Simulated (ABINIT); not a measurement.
# InSb3 (Fm-3m) in ABINIT: reference runs, part 2 of 2

ABINIT 10.8.3 (patched build). Earlier steps stand in the parts before.

## (3) Single point, PBEsol (atoms moved at random, drawn with an rms of 0.05 Å)

run.abi reads:

```
# Pseudopotentials
pp_dirpath "./"
pseudos "Sb.upf, In.upf"

# Structure
acell 3*1.0 Angstrom
rprim
     0.0000000000     3.7945550000     3.7945550000
     3.7945550000     0.0000000000     3.7945550000
     3.7945550000     3.7945550000     0.0000000000
ntypat 2
znucl 51 49
natom 4
typat 1 1 1 2
xred
     0.5054790000     0.5113180000     0.4848070000
     0.7513440000     0.7508040000     0.7319410000
     0.2428190000     0.2631560000     0.2466500000
    -0.0085640000    -0.0051780000     0.0091680000
chkprim 0
chksymtnons 0
tolsym 1.0e-6

# Plane-wave basis
ecut 1088.455450 eV

# k points
kptopt 1
ngkpt 6 6 6
nshiftk 1
shiftk 0.0 0.0 0.0

# Exchange and correlation
ixc -116133

# Bands and occupations
nband 35
occopt 3
tsmear 0.00183747

# SCF cycle
nstep 100
tolvrs 1.0e-10

# Output
iomode 3
prtwf 0
prtden 0
prteig 0
prtebands 0
prtvol 2
```

Potentials or basis: PseudoDojo NC SR PBEsol v0.4.1 standard.

Command:

```
$ mpirun --bind-to none -np 4 abinit run.abi > log 2>&1
```

run.abo:

```text
.Version 10.8.3 of ABINIT
 Symmetries : space group P1 (#  1); Bravais aP (primitive triclinic)
================================================================================
 Values of the parameters that define the memory need of the present run
     intxc =       0    ionmov =       0      iscf =       7    lmnmax =       6
     lnmax =       6     mgfft =      60  mpssoang =       3    mqgrid =    3001
     natom =       4  nloc_mem =       1    nspden =       1   nspinor =       1
    nsppol =       1      nsym =       1    n1xccc =    2501    ntypat =       2
    occopt =       3   xclevel =       2
       mpw =        8972          nfft =      216000          nkpt =         112
================================================================================
================================================================================

--------------------------------------------------------------------------------
------------- Echo of variables that govern the present computation ------------
--------------------------------------------------------------------------------
 -outvars: echo values of preprocessed input variables --------
            acell      1.8897261259E+00  1.8897261259E+00  1.8897261259E+00 Bohr
              amu      1.21753000E+02  1.14820000E+02
          chkprim           0
      chksymtnons           0
             ecut      4.00000000E+01 Hartree
              ixc     -116133
         kptrlatt        6    0    0      0    6    0      0    0    6
          kptrlen      6.08451502E+01
            natom           4
            nband          35
            ngfft          60      60      60
             nkpt         112
            nstep         100
             nsym           1
           ntypat           2
           occopt           3
           prtden           0
        prtebands           0
           prteig           0
           prtvol           2
            prtwf           0
            rprim      0.0000000000E+00  3.7945550000E+00  3.7945550000E+00
                       3.7945550000E+00  0.0000000000E+00  3.7945550000E+00
                       3.7945550000E+00  3.7945550000E+00  0.0000000000E+00
[... 2170 lines left out ...]
  -0.80395   -0.80385   -0.80384   -0.80365   -0.80364   -0.79574   -0.79570   -0.79569
  -0.79569   -0.79563   -0.79553   -0.79551   -0.79548   -0.79543   -0.79533   -0.26245
  -0.26182   -0.26172   -0.26084   -0.26081   -0.12139   -0.09739   -0.01379    0.09836
   0.14176    0.14860    0.17523    0.18231    0.26313    0.26541    0.33773    0.34058
   0.38314    0.38763    0.40033
      occupation numbers for kpt# 112
   2.00000    2.00000    2.00000    2.00000    2.00000    2.00000    2.00000    2.00000
   2.00000    2.00000    2.00000    2.00000    2.00000    2.00000    2.00000    2.00000
   2.00000    2.00000    2.00000    2.00000    2.00000    2.00000    2.00000    2.00000
   2.00000    2.00000    2.00000    2.00000    1.99757    1.99163    0.00000    0.00000
   0.00000    0.00000    0.00000
 Total charge density [el/Bohr^3]
)     Maximum=    1.4792E+00  at reduced coord.    0.4833    0.5000    0.4333
)Next maximum=    1.4792E+00  at reduced coord.    0.5000    0.4667    0.4500
)     Minimum=    3.4992E-04  at reduced coord.    0.7500    0.7500    0.7333
)Next minimum=    7.9322E-04  at reduced coord.    0.5000    0.5167    0.4833
   Integrated=    5.8000E+01

--- !EnergyTerms
iteration_state     : {dtset: 1, }
comment             : Components of total free energy in Hartree
kinetic             :  2.01291452706901E+02
hartree             :  7.38409226542453E+01
xc                  : -8.73204112812485E+01
Ewald energy        : -2.13665702641703E+02
psp_core            :  8.19956949136355E+00
local_psp           : -2.48680885925844E+02
non_local_psp       : -7.22869252149857E+01
internal            : -3.38621980211271E+02
'-kT*entropy'       : -1.09871296287710E-03
total_energy        : -3.38623078924234E+02
total_energy_eV     : -9.21440339241063E+03
band_energy         : -2.49828569632573E+01
...

 Cartesian components of stress tensor (hartree/bohr^3)
  sigma(1 1)=  9.91466022E-05  sigma(3 2)= -9.42610938E-06
  sigma(2 2)=  1.04007231E-04  sigma(3 1)= -1.94502966E-06
  sigma(3 3)=  1.01921014E-04  sigma(2 1)= -2.15623420E-06

-Cartesian components of stress tensor (GPa)         [Pressure= -2.9919E+00 GPa]
- sigma(1 1)=  2.91699375E+00  sigma(3 2)= -2.77325713E-01
- sigma(2 2)=  3.05999839E+00  sigma(3 1)= -5.72247483E-02
- sigma(3 3)=  2.99861977E+00  sigma(2 1)= -6.34386003E-02

== END DATASET(S) ==============================================================
================================================================================

 -outvars: echo values of variables after computation  --------
            acell      1.8897261259E+00  1.8897261259E+00  1.8897261259E+00 Bohr
           etotal     -3.3862307892E+02
            fcart      4.4268767839E-04  5.7663223034E-04 -1.6626444765E-03
                       1.9722792284E-03  1.1067732531E-03 -4.7580608096E-04
                      -1.4490793581E-03  4.8273440892E-05 -9.6607570548E-04
                      -9.6588754870E-04 -1.7316789243E-03  3.1045262629E-03
            rprim      0.0000000000E+00  3.7945550000E+00  3.7945550000E+00
                       3.7945550000E+00  0.0000000000E+00  3.7945550000E+00
                       3.7945550000E+00  3.7945550000E+00  0.0000000000E+00
           strten      9.9146602206E-05  1.0400723139E-04  1.0192101448E-04
                      -9.4261093831E-06 -1.9450296608E-06 -2.1562341966E-06
           xangst      3.7798510994E+00  3.7576946927E+00  3.8582921403E+00
                       5.6263574535E+00  5.6284065132E+00  5.6999832041E+00
                       1.9344869063E+00  1.8573170413E+00  1.9199499661E+00
                       1.5140274450E-02  2.2919112200E-03 -5.2144774810E-02
             xred      5.0547900000E-01  5.1131800000E-01  4.8480700000E-01
                       7.5134400000E-01  7.5080400000E-01  7.3194100000E-01
                       2.4281900000E-01  2.6315600000E-01  2.4665000000E-01
                      -8.5640000000E-03 -5.1780000000E-03  9.1680000000E-03
 Calculation completed.
```

Run time: 6.7 min. Hardware: 4 MPI ranks of Intel Xeon 6975P-C (Granite Rapids), shared host; peak memory 0.96 GiB.

What came out:

- Free energy: -9214.4034 eV
- Pressure: -3.0 GPa
- Largest force: 0.189 eV/Å
- Band gap on the k mesh: none (metal or under the smearing width)
- Valence electrons inside the program's atomic spheres: Sb 11.17, 11.19; In 9.89

Forces in eV/Å, atoms in the order of the input:
```
Sb   0.023  0.030 -0.085
Sb   0.101  0.057 -0.024
Sb  -0.075  0.002 -0.050
In  -0.050 -0.089  0.160
```

Levels at points of the mesh, in eV from the Fermi level:
```csv
k point,band 25,band 26,band 27,band 28,band 29,band 30,band 31,band 32,band 33,band 34
"(0.00, 0.00, 0.00)",-2.63,-2.56,-2.54,-2.48,-2.40,-2.31,-0.96,-0.79,-0.59,3.38
"(0.50, 0.00, 0.00)",-3.67,-3.40,-2.80,-2.52,-0.34,-0.24,1.72,1.84,2.88,3.06
"(0.00, 0.50, 0.00)",-3.65,-3.40,-2.85,-2.59,-0.38,-0.15,1.81,1.94,2.84,3.03
"(0.50, 0.50, 0.00)",-5.16,-5.15,0.21,0.80,0.83,1.14,1.50,1.69,1.84,4.00
"(0.00, 0.00, 0.50)",-3.63,-3.40,-2.86,-2.61,-0.39,-0.14,1.83,1.95,2.84,3.02
"(0.50, 0.00, 0.50)",-5.16,-5.14,0.21,0.79,0.81,1.14,1.52,1.70,1.84,4.00
"(0.00, 0.50, 0.50)",-5.19,-5.11,0.21,0.80,0.83,1.10,1.63,1.65,1.78,4.01
"(0.50, 0.50, 0.50)",-3.64,-3.45,-2.73,-2.53,-0.34,-0.27,1.69,1.77,2.93,3.05
```
